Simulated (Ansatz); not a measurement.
# BNH3ClO (SMILES NB(O)Cl): HF/STO-3G

Aim: the vertical electron affinity of BNH3ClO at HF/STO-3G, from 2 runs. 

The results are computed with Ansatz 0.2.0.

77 further runs of the same task are left out: 77 set aside as unsound or not needed.

## (1) The structure to begin with

BNH3ClO has 7 atoms, charge 0, and is taken as a singlet. As SMILES, `NB(O)Cl`. Geometry: relaxed at PBE0-D4/def2-TZVP. This is one conformer, not always the lowest.

Bond lengths: N1–B2 1.393 Å, B2–O3 1.360 Å, B2–Cl4 1.788 Å, N1–H5 1.002 Å, N1–H6 1.005 Å, O3–H7 0.959 Å. Angles: N1–B2–O3 120.7°, N1–B2–Cl4 119.3°, O3–B2–Cl4 120.0°, B2–N1–H5 122.9°, B2–N1–H6 121.7°, B2–O3–H7 113.0°, H5–N1–H6 115.4°.

## (2) The energy at HF/STO-3G

in.yaml reads:

```yaml
crystal:
  periodic: [false, false, false]
  atoms:
    - {symbol: N, position_ang: [-0.520100, 0.976200, -0.014400]}
    - {symbol: B, position_ang: [0.060900, -0.288100, -0.083300]}
    - {symbol: O, position_ang: [1.097000, -0.622600, 0.732400]}
    - {symbol: Cl, position_ang: [-0.570000, -1.477100, -1.260400]}
    - {symbol: H, position_ang: [-1.284200, 1.257300, -0.599100]}
    - {symbol: H, position_ang: [-0.194300, 1.671700, 0.633400]}
    - {symbol: H, position_ang: [1.410800, -1.517400, 0.591500]}
basis:
  gaussian:
    orbitals: STO-3G
hamiltonian:
  xc: hf
accuracy: high
output:
  orbitals: {seedname: orbitals}
```

Run with:

```
$ ansatz run in.yaml --threads 1 --pin off --max-ram 3480MiB --events-out events.jsonl --progress --plain --runs-dir runs
```

Standard output:

```text
Warning: RAYON_NUM_THREADS=1 ignored (pool sized by the plan → 1); use --threads N
Functional definition: HF
  name "HF"
  exchange = exact_x
  correlation = 0
522 factors; integrals over basis functions are off by at most 1.6e-8 eV
mean field evaluation 1: about -16554.0351 eV, gradient 2.3e1 eV
mean field evaluation 2: about -16554.1349 eV, gradient 2.3e1 eV
mean field evaluation 4: about -16556.0352 eV, gradient 1.3e0 eV
mean field evaluation 8: about -16556.0423 eV, gradient 1.4e-5 eV
mean field -16556.04233758 eV, -608.4233338174 hartree, gradient 2.4e-8 eV, S^2 0.000000; 0 other end points of the search recorded, 0 dependent functions left out
reference -16556.04233758 eV, -608.4233338174 hartree; 20, 20 occupied and 7, 7 virtual orbitals, 522 factors
Total energy: -16556.04233758 eV, -608.4233338174 hartree
```

Run time: 0.18 s. Hardware: 1 thread of Intel Xeon 6975P-C (Granite Rapids), shared host.

## (3) The doublet anion

molecule.yaml reads:

```yaml
crystal:
  periodic: [false, false, false]
  atoms:
    - symbol: "N"
      position_ang: [-0.520100, 0.976200, -0.014400]
    - symbol: B
      position_ang: [0.060900, -0.288100, -0.083300]
    - symbol: O
      position_ang: [1.097000, -0.622600, 0.732400]
    - symbol: Cl
      position_ang: [-0.570000, -1.477100, -1.260400]
    - symbol: H
      position_ang: [-1.284200, 1.257300, -0.599100]
    - symbol: H
      position_ang: [-0.194300, 1.671700, 0.633400]
    - symbol: H
      position_ang: [1.410800, -1.517400, 0.591500]
basis:
  gaussian: {orbitals: STO-3G}
total_charge: -1
magnetization: {spin_polarized: true, initial_magnetization: 1}
hamiltonian: {xc: hf}
accuracy: high
output: {orbitals: {seedname: orbitals}}
```

Run with:

```
$ ansatz run molecule.yaml --threads 1 --pin off --max-ram 3480MiB --events-out events.jsonl --progress --plain --runs-dir runs
```

Standard output:

```text
Warning: RAYON_NUM_THREADS=1 ignored (pool sized by the plan → 1); use --threads N
Functional definition: HF
  name "HF"
  exchange = exact_x
  correlation = 0
523 factors; integrals over basis functions are off by at most 1.6e-8 eV
mean field evaluation 1: about -16546.5120 eV, gradient 1.2e1 eV
mean field evaluation 2: about -16546.6838 eV, gradient 1.2e1 eV
mean field evaluation 4: about -16547.8091 eV, gradient 8.8e-1 eV
mean field evaluation 8: about -16547.8191 eV, gradient 1.4e-2 eV
mean field -16547.81909019 eV, -608.1211350499 hartree, gradient 2.6e-8 eV, S^2 0.756842; 0 other end points of the search recorded, 0 dependent functions left out
reference -16547.81909019 eV, -608.1211350499 hartree; 21, 20 occupied and 6, 7 virtual orbitals, 523 factors
Total energy: -16547.81909019 eV, -608.1211350499 hartree
```

Run time: 0.22 s. Hardware: 1 thread of Intel Xeon 6975P-C (Granite Rapids), shared host.

## (4) Results

At HF/STO-3G:

| quantity | value |
| --- | --- |
| singlet BNH3ClO: total energy | -608.42333 Eh |
| singlet BNH3ClO: HOMO energy | -9.66 eV |
| singlet BNH3ClO: LUMO energy | 9.39 eV |
| singlet BNH3ClO: HOMO–LUMO gap | 19.05 eV |
| doublet anion: total energy | -608.12114 Eh |
| doublet anion: HOMO energy (highest over α and β) | 7.17 eV |
| doublet anion: LUMO energy (lowest over α and β) | 21.54 eV |
| doublet anion: ⟨S²⟩ | 0.757 |
| vertical electron affinity (to the doublet anion) | -8.223 eV |

The anion lies 8.22 eV (190 kcal/mol) above the neutral: the electron isn't bound at this level, and such a value depends on the basis. Without diffuse functions anions come out too high. Hartree–Fock misses the correlation that binds many anions. In a minimal basis such a difference can be off by several eV, whatever the method. The HOMO (doublet anion) lies at positive energy, 7.17 eV: the electron is unbound at this level or held by a compact basis; values depend on the basis.
